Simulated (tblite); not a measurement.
# CH8BGeO2Si: the cost of one run

Computed with tblite 0.8.0 and PySCF 2.14.0; each step states its level. No surroundings beyond the atoms listed, unless a continuum is named. Atoms count from 0, parts from 1.

## (1) The system as given

14 atoms, charge 0, multiplicity 2; geometry: distance geometry start.

## (2) Relaxing the cluster with GFN2-xTB

Job settings and geometry (Å):

```
{"job": {"kind": "relax", "xc": "GFN2-xTB", "basis": "xTB"}, "charge": 0, "multiplicity": 2}
Ge     1.261079    -1.697065     0.194800
C      0.507089    -1.544686    -1.536535
O     -0.051944    -2.264688     1.391727
B      1.965815     0.132910     0.776902
Si     1.620134     1.626316    -0.411539
O      2.671031    -2.918908     0.184296
H      0.928535    -0.714587    -2.057246
H     -0.524814    -1.398558    -1.484745
H      0.722377    -2.396482    -2.110640
H      0.038169    -3.020905     1.987749
H      2.997259     0.121600     1.334120
H      2.796671     2.398687    -0.581973
H      0.598698     2.430611     0.135281
H      1.212741     1.120188    -1.671490
```

Method: GFN2-xTB geometry optimisation, gas phase.

Command:

```bash
OMP_NUM_THREADS=1 python cluster_run.py task.json out
```

The driver reads the jobs from task.json and runs them one after another.

Q: Estimate the wall time of this first job on 1 thread of AMD EPYC 7R43, shared host.

About 25 s.
